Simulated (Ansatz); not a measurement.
# BrClH2Sn, SMILES [Cl][SnH2][Br]: a rigid scan of one bond length

Computed with the Python package of Ansatz (0.2.0).

The script reads `brclh2sn.xyz`:
```text
5

Cl   -2.02730    0.51610   -0.79500
Sn    0.02160    0.06460    0.13470
Br    1.21950   -1.55320   -1.36480
H    -0.12410   -0.63540    1.71510
H     0.96020    1.53420    0.26850
```

`brclh2sn.py`
```python
"""Stretching a bond of BrClH2Sn, the rest held rigid."""

import ansatz as az
import numpy as np

geometry = az.Crystal.molecule_from_extxyz("brclh2sn.xyz")

symbols = [site.symbol for site in geometry.cartesian_sites]
start = np.array([site.position_ang for site in geometry.cartesian_sites])
axis = (start[4] - start[1]) / np.linalg.norm(start[4] - start[1])
moving = [4]
lengths, energies = [1.49, 1.61, 1.75, 1.92, 2.19, 2.62, 3.15, 3.85], []
for length in lengths:
    xyz = start.copy()
    xyz[moving] += (length - np.linalg.norm(start[4] - start[1])) * axis
    point = az.Crystal.molecule()
    for symbol, place in zip(symbols, xyz):
        point = point.atom(symbol, place.tolist())
    model = point.calculation()
    model = model.basis(gaussian="def2-SVP").functional("R2SCAN0")
    summary = model.run().report
    energies.append(summary["free_energy_ev"])
    print(f"r = {length:6.3f} A  E = {energies[-1]:.5f} eV  <S^2> = {abs(summary['mean_field']['state']['spin_squared']):.3f}")

print("energy above the lowest point (eV):", [round(e - min(energies), 3) for e in energies])
```

```console
$ python brclh2sn.py
r =  1.490 A  E = -88422.34947 eV  <S^2> = 0.000
r =  1.610 A  E = -88422.71256 eV  <S^2> = 0.000
r =  1.750 A  E = -88422.76053 eV  <S^2> = 0.000
r =  1.920 A  E = -88422.50817 eV  <S^2> = 0.000
r =  2.190 A  E = -88421.80367 eV  <S^2> = 0.000
r =  2.620 A  E = -88420.57437 eV  <S^2> = 0.000
r =  3.150 A  E = -88419.35993 eV  <S^2> = 0.000
r =  3.850 A  E = -88418.35237 eV  <S^2> = 0.000
energy above the lowest point (eV): [0.411, 0.048, 0.0, 0.252, 0.957, 2.186, 3.401, 4.408]
```

What to keep in mind:
- Total energies depend on the basis set; only differences at equal settings carry meaning.
- The rest of the molecule is held rigid at a force-field or estimated start geometry, and the basis set is modest; single-reference methods fail as a bond breaks.
- def2 sets replace the cores of elements past krypton by effective core potentials.
- The orbitals are restricted, so S² is zero by construction.
- Toward dissociation an unrestricted state can lie under the restricted one, by tenths of an eV for polar bonds under a functional and by 1 to 2 eV or more for others.
- It ran for 54 s on 1 thread of Arm Neoverse V1, with other jobs on the host, peak memory 0.28 GiB.
